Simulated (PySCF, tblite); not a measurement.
# CH8ClSi3 radical: geometry, infrared bands and EPR parameters

Aim: predict the infrared bands and EPR parameters of CH8ClSi3 radical (`C[SiH2][SiH2][SiH]Cl`).

Computed with tblite 0.8.0 and PySCF 2.14.0, with density-fitted response routines of our own, on a single molecule in the gas phase. Atoms are numbered from 0 throughout.

**1. The starting structure**

13 atoms, charge 0, multiplicity 2; geometry from: force field or distance geometry start.

Bonds of the start (Å): C0–Si1 1.84, Si1–Si2 2.25, Si2–Si3 2.21, Si3–Cl4 2.07, C0–H5 1.13, C0–H6 1.11, C0–H7 1.11, Si1–H8 1.45, Si1–H9 1.49, Si2–H10 1.47, Si2–H11 1.47, Si3–H12 1.50.

**2. Geometry optimisation with GFN2-xTB**

Job settings and geometry (Å):

```
{"job": {"kind": "relax", "xc": "GFN2-xTB", "basis": "xTB"}, "charge": 0, "multiplicity": 2}
C     -1.792600     0.850300     0.117700
Si    -0.877300    -0.721900     0.403800
Si     0.972900    -0.876900    -0.865700
Si     2.577700     0.225200     0.184600
Cl     2.728000     2.215800    -0.359600
H     -2.848900     0.648300    -0.217300
H     -1.812900     1.502100     1.020500
H     -1.295500     1.379700    -0.716600
H     -1.721300    -1.865000     0.092700
H     -0.419300    -0.749800     1.826100
H      1.370900    -2.291200    -0.955400
H      0.709100    -0.357900    -2.210700
H      2.404900     0.041800     1.662100
```

Command:

```console
OMP_NUM_THREADS=1 python probes_run.py task.json out
```

One launch serves the whole session: the jobs run in the order shown.

Standard output:

```text
step      E/eV     max force
  0    -432.97919    1.845
  1    -433.10566    0.833
  2    -433.15117    0.496
  3    -433.18492    0.504
  4    -433.22916    0.556
  5    -433.25725    0.483
  6    -433.27521    0.302
  7    -433.29074    0.290
  8    -433.30243    0.303
  9    -433.31314    0.303
 10    -433.32134    0.190
 11    -433.32527    0.148
 12    -433.32758    0.155
 13    -433.32969    0.140
 14    -433.33234    0.148
 15    -433.33581    0.181
 16    -433.33949    0.186
 17    -433.34248    0.147
 18    -433.34432    0.095
 19    -433.34545    0.127
 20    -433.34676    0.157
 21    -433.34846    0.163
 22    -433.35047    0.182
 23    -433.35274    0.166
 24    -433.35524    0.141
 25    -433.35761    0.139
 26    -433.35941    0.109
 27    -433.36083    0.111
 28    -433.36237    0.121
 29    -433.36444    0.164
 30    -433.36697    0.151
 31    -433.36940    0.124
 32    -433.37147    0.106
 33    -433.37354    0.144
 34    -433.37575    0.165
 35    -433.37784    0.111
 36    -433.37966    0.128
 37    -433.38151    0.132
 38    -433.38388    0.197
 39    -433.38660    0.210
 40    -433.38862    0.169
 41    -433.38966    0.106
 42    -433.39079    0.070
 43    -433.39166    0.086
 44    -433.39276    0.087
 45    -433.39372    0.074
 46    -433.39449    0.087
 47    -433.39516    0.081
 48    -433.39606    0.069
 49    -433.39678    0.051
 50    -433.39716    0.042
 51    -433.39741    0.042
 52    -433.39775    0.053
 53    -433.39831    0.070
 54    -433.39915    0.081
 55    -433.40007    0.080
 56    -433.40086    0.079
 57    -433.40152    0.086
 58    -433.40234    0.091
 59    -433.40350    0.082
 60    -433.40471    0.076
 61    -433.40560    0.087
 62    -433.40633    0.085
 63    -433.40708    0.079
 64    -433.40763    0.138
 65    -433.40865    0.108
 66    -433.41036    0.103
 67    -433.41264    0.103
 68    -433.41481    0.092
 69    -433.41613    0.059
 70    -433.41664    0.054
 71    -433.41688    0.043
 72    -433.41728    0.049
 73    -433.41798    0.049
 74    -433.41974    0.065
 75    -433.42099    0.082
 76    -433.42222    0.081
 77    -433.42304    0.092
 78    -433.42370    0.065
 79    -433.42455    0.061
 80    -433.42534    0.068
 81    -433.42607    0.069
 82    -433.42705    0.071
 83    -433.42825    0.082
 84    -433.43014    0.127
 85    -433.43254    0.143
 86    -433.43507    0.165
 87    -433.43749    0.119
 88    -433.43692    0.335
 89    -433.44065    0.124
 90    -433.44207    0.098
 91    -433.44514    0.267
 92    -433.44702    0.090
 93    -433.44826    0.081
 94    -433.44792    0.247
 95    -433.45036    0.062
 96    -433.45103    0.061
 97    -433.45191    0.123
 98    -433.45283    0.061
 99    -433.45352    0.084
100    -433.45492    0.094
101    -433.45532    0.058
102    -433.45553    0.030
103    -433.45565    0.025
104    -433.45584    0.032
105    -433.45609    0.042
106    -433.45642    0.060
107    -433.45675    0.067
108    -433.45702    0.045
109    -433.45723    0.045
110    -433.45738    0.041
111    -433.45750    0.032
112    -433.45756    0.022
113    -433.45760    0.014
114    -433.45763    0.014
115    -433.45768    0.021
116    -433.45775    0.031
117    -433.45784    0.030
118    -433.45794    0.020
119    -433.45799    0.015
120    -433.45801    0.011
121    -433.45803    0.012
122    -433.45805    0.013
123    -433.45807    0.015
124    -433.45810    0.017
125    -433.45814    0.016
126    -433.45819    0.020
127    -433.45825    0.019
128    -433.45831    0.016
129    -433.45836    0.015
130    -433.45839    0.009
```

It took 0.91 s on 1 thread of Arm Neoverse V2, shared host.

The steps of the relaxation: (not every step is listed)

| step | energy from step 0 (eV) | largest force (eV/Å) |
| --- | --- | --- |
| 0 | 0.0000 | 1.8446 |
| 1 | -0.1265 | 0.8328 |
| 2 | -0.1720 | 0.4961 |
| 3 | -0.2057 | 0.5040 |
| 4 | -0.2500 | 0.5564 |
| 5 | -0.2781 | 0.4827 |
| 6 | -0.2960 | 0.3016 |
| 7 | -0.3116 | 0.2904 |
| 8 | -0.3232 | 0.3026 |
| 19 | -0.3663 | 0.1273 |
| 30 | -0.3878 | 0.1510 |
| 41 | -0.4105 | 0.1057 |
| 52 | -0.4186 | 0.0531 |
| 63 | -0.4279 | 0.0795 |
| 74 | -0.4405 | 0.0649 |
| 85 | -0.4534 | 0.1434 |
| 96 | -0.4718 | 0.0610 |
| 107 | -0.4776 | 0.0669 |
| 118 | -0.4787 | 0.0200 |
| 125 | -0.4789 | 0.0161 |
| 126 | -0.4790 | 0.0195 |
| 127 | -0.4791 | 0.0194 |
| 128 | -0.4791 | 0.0156 |
| 129 | -0.4792 | 0.0146 |
| 130 | -0.4792 | 0.0095 |

Close pairs (by a distance rule), those that changed most:

| bond | before (Å) | after (Å) | change (Å) |
| --- | --- | --- | --- |
| Si2–Si3 | 2.212 | 2.297 | +0.085 |
| Si1–Si2 | 2.249 | 2.330 | +0.081 |
| C0–Si1 | 1.842 | 1.899 | +0.057 |
| C0–H5 | 1.126 | 1.086 | -0.040 |
| Si3–H12 | 1.499 | 1.471 | -0.028 |
| C0–H6 | 1.114 | 1.087 | -0.027 |
| Si1–H9 | 1.494 | 1.473 | -0.022 |
| C0–H7 | 1.106 | 1.087 | -0.019 |

The final coordinates are the input of the step that follows.

**3. Infrared spectrum with GFN2-xTB**

Job settings and geometry (Å):

```
{"job": {"kind": "ir", "xc": "GFN2-xTB", "basis": "xTB"}, "charge": 0, "multiplicity": 2}
C     -1.732919     0.922560     0.084186
Si    -1.112294    -0.862971     0.265638
Si     1.012620    -0.963047    -0.685924
Si     2.688783     0.456006    -0.014387
Cl     1.990503     2.375122     0.254666
H     -2.706482     1.060455     0.545234
H     -1.047636     1.624046     0.552293
H     -1.822803     1.205652    -0.961214
H     -2.117169    -1.759411    -0.329496
H     -1.064855    -1.192481     1.700325
H      1.600469    -2.304975    -0.534942
H      0.910087    -0.785663    -2.147796
H      3.397307     0.225193     1.253690
```

Standard output:

```text
mode    cm-1     km/mol
  1      22.0      0.43
  2      41.3      0.60
  3      67.8      0.29
  4     109.3      2.00
  5     132.4      0.57
  6     165.3      4.81
  7     323.6     26.48
  8     355.4     14.29
  9     373.3     22.00
 10     410.6     14.84
 11     438.7     17.52
 12     519.7     43.15
 13     547.0      3.41
 14     561.4     62.05
 15     598.0    567.08
 16     649.6    257.49
 17     662.8     71.93
 18     746.5     54.05
 19     803.9    212.18
 20     813.8    263.36
 21     827.3     47.54
 22     837.6    193.11
 23    1378.5      5.63
 24    1491.7      0.91
 25    1494.3      1.26
 26    2119.4    127.59
 27    2148.3    268.89
 28    2152.4    250.91
 29    2167.6    667.68
 30    2177.5    236.09
 31    3029.9     28.62
 32    3033.8     41.27
 33    3039.5      5.54
```

It took 0.45 s on 1 thread of Arm Neoverse V2, shared host.

The strongest bands and the atoms that carry them (share of the mass-weighted mode):

| cm⁻¹ | km/mol | atoms |
| --- | --- | --- |
| 598 | 567.1 | H12 35 %, H11 29 %, H8 12 % |
| 650 | 257.5 | H9 32 %, H12 28 %, H8 22 % |
| 804 | 212.2 | H9 40 %, H8 36 % |
| 814 | 263.4 | H11 25 %, H10 25 %, H5 20 % |
| 2148 | 268.9 | H10 89 % |
| 2152 | 250.9 | H12 81 % |
| 2168 | 667.7 | H8 55 %, H9 33 % |
| 2178 | 236.1 | H9 57 %, H8 39 % |

**4. g tensor and hyperfine couplings: B3LYP/pcH-1**

The job, as its differences from that of step 3:

```diff
@@ -1,2 +1,2 @@
-{"job": {"kind": "ir", "xc": "GFN2-xTB", "basis": "xTB"}, "charge": 0, "multiplicity": 2}
+{"job": {"kind": "epr", "basis": "pcH-1"}, "charge": 0, "multiplicity": 2}
 C     -1.732919     0.922560     0.084186
```

With the program's defaults for keys left out, this is: UKS B3LYP, pcH-1 on C Cl H Si, non-relativistic, mean-field spin-orbit, GIAO.

Standard output:

```text
UKS, coarse grid
  cycle   1  E = -1371.60351152  |g| = 3.47e-01
  cycle   2  E = -1371.57136227  |g| = 4.00e-01
  cycle   3  E = -1371.65477518  |g| = 5.16e-02
  cycle   4  E = -1371.65601739  |g| = 1.10e-02
  cycle   5  E = -1371.65607803  |g| = 4.48e-03
  cycle   6  E = -1371.65609108  |g| = 1.31e-03
  cycle   7  E = -1371.65609354  |g| = 4.43e-04
UKS, final grid
  cycle   1  E = -1371.65612089  |g| = 4.63e-04
  cycle   2  E = -1371.65612085  |g| = 5.66e-04
  cycle   3  E = -1371.65612102  |g| = 4.73e-05
  cycle   4  E = -1371.65612102  |g| = 1.36e-05
E = -1371.65612102 Eh   <S^2> = 0.7522 (exact 0.7500)
g shifts (ppm)      1          2          3
  rmc          -157       -157       -157
  gc              8         64         71
  oz_so         -36       6095       9376
  total        -184       6002       9290
hyperfine (MHz)  atom isotope    a_iso     a_fc   dipolar eigenvalues
    0   13C      -0.92      -0.92     -0.27     -0.18      0.45
    1  29Si     -47.39     -47.45    -11.82      5.45      6.38
    2  29Si     -47.00     -47.05    -16.01      6.44      9.57
    3  29Si    -489.22    -489.73   -157.71     77.94     79.77
    4  35Cl      10.43      10.01    -19.64    -17.34     36.99
    5    1H       1.48       1.48     -0.57     -0.26      0.83
    6    1H      -0.11      -0.11     -1.19     -0.54      1.73
    7    1H       0.31       0.31     -0.80     -0.40      1.21
    8    1H      22.32      22.32     -1.17     -0.19      1.36
    9    1H      -1.39      -1.39     -1.26     -0.42      1.68
   10    1H      -2.72      -2.72     -2.58     -1.06      3.64
   11    1H       7.91       7.91     -2.74     -1.23      3.97
   12    1H      51.89      51.84     -8.60      1.33      7.26
```

Wall time 70 s (1 thread of Arm Neoverse V2, shared host); peak memory 0.82 GiB.

Principal g values 2.00214, 2.00832, 2.01161; g(iso) = 2.00736, against 2.00232 for a free electron.

Mean a(iso) over the nuclei that a row names, and the largest dipolar term of the row (other rows stand at the frozen geometry):

| nuclei | isotope | a(iso) (MHz) | a(iso) (G, at g = 2.0023) | largest dipolar term (MHz) |
| --- | --- | --- | --- | --- |
| Si3 | 29Si | -489.2 | -174.6 | -157.7 |
| H12 | 1H | 51.9 | 18.5 | -8.6 |
| Si1 | 29Si | -47.4 | -16.9 | -11.8 |
| Si2 | 29Si | -47.0 | -16.8 | -16.0 |
| H8, H9 | 1H | 10.5 | 3.7 | 1.7 |
| Cl4 | 35Cl | 10.4 | 3.7 | 37.0 |
| H10, H11 | 1H | 2.6 | 0.9 | 4.0 |
| C0 | 13C | -0.9 | -0.3 | 0.5 |
| H5, H6, H7 | 1H | 0.6 | 0.2 | 1.7 |

Mulliken spin populations:

C0 0.00; Si1 0.05; Si2 0.04; Si3 0.83; Cl4 0.06; H5 0.00; H6 0.00; H7 0.00; H8 0.01; H9 0.00; H10 0.00; H11 0.00; H12 0.01

In first order the couplings over 0.8 MHz of 1H, 35Cl give 72 distinct lines over 39.0 G, if the averaged nuclei exchange fast; the same motion can average rows kept apart here too.

The fields below are evaluated on a grid from the run's orbitals.

ELF in a plane through or near 7 of the atoms.

Values, 10 rows by 14 columns:
```
0.00 0.00 0.00 0.00 0.00 0.00 0.00 0.00 0.00 0.00 0.00 0.00 0.00 0.00
0.00 0.00 0.00 0.14 0.39 0.32 0.10 0.00 0.00 0.00 0.00 0.00 0.00 0.00
0.00 0.00 0.02 0.60 0.83 0.29 0.78 0.01 0.39 0.07 0.02 0.00 0.00 0.00
0.00 0.02 0.09 0.25 0.83 0.70 0.66 0.36 0.99 0.48 0.72 0.34 0.00 0.00
0.00 0.20 0.75 0.20 0.82 0.40 0.05 0.10 0.62 0.48 0.96 0.76 0.00 0.00
0.00 0.13 0.69 0.62 0.50 0.93 0.50 0.66 0.61 0.71 0.10 0.02 0.00 0.00
0.00 0.00 0.02 0.04 0.35 0.23 0.18 0.91 0.38 0.99 0.83 0.05 0.00 0.00
0.00 0.00 0.00 0.14 0.99 1.00 0.68 0.13 0.76 1.00 0.99 0.10 0.00 0.00
0.00 0.00 0.00 0.03 0.78 0.93 0.22 0.00 0.05 0.50 0.15 0.00 0.00 0.00
0.00 0.00 0.00 0.00 0.00 0.00 0.00 0.00 0.00 0.00 0.00 0.00 0.00 0.00
```
The map spans 11.9 Å across and 10.1 Å up, centred on the molecule. Atoms in the plane (x, y in Å): C0 (1.8, 0.8), Si2 (-1.1, -1.0), Si3 (-2.7, 0.6), Cl4 (-1.9, 2.5), H6 (1.1, 1.7), H8 (2.0, -1.9), H10 (-1.7, -2.3).

On the surface of density 0.002 e/bohr³ the electrostatic potential runs, from the 1st to the 99th percentile, from -0.51 V near Cl4 to 1.16 V near H12.

The spin density lies nearest to Si3 65 %; H12 10 %; Cl4 10 %; Si2 7 %.

**5. Summary of results**

| quantity | value |
| --- | --- |
| strongest single infrared mode (GFN2-xTB) | 2168 cm⁻¹, 668 km/mol |
| zero-point energy (GFN2-xTB) | 48.9 kcal/mol |
| g(iso) (B3LYP) | 2.00736 |
| ⟨S²⟩ | 0.752 (exact 0.75) |
| largest a(iso) (averaged by class) | 29Si on Si3, -489.2 MHz |
| potential on the surface of density 0.002 e/bohr³, 1st and 99th percentile | -0.51 V and 1.16 V |

What this shows: The optimisation took 130 steps and gained 0.479 eV; among the close pairs (by a distance rule), Si2–Si3 changed most, from 2.212 to 2.297 Å. All 33 modes are real, so the xTB geometry is a minimum. The strongest single mode, at 2168 cm⁻¹, moves mainly H8 and H9. Unscaled tight-binding wavenumbers are off by several per cent, some by more. Its intensities can rank the bands wrongly. Most of the unpaired spin sits on Si3 (0.83 e). The isotropic g lies 5.0 ppt above the free-electron value. The conformer search found further structures of the same energy, which may be mirror or relabelled copies of this one.
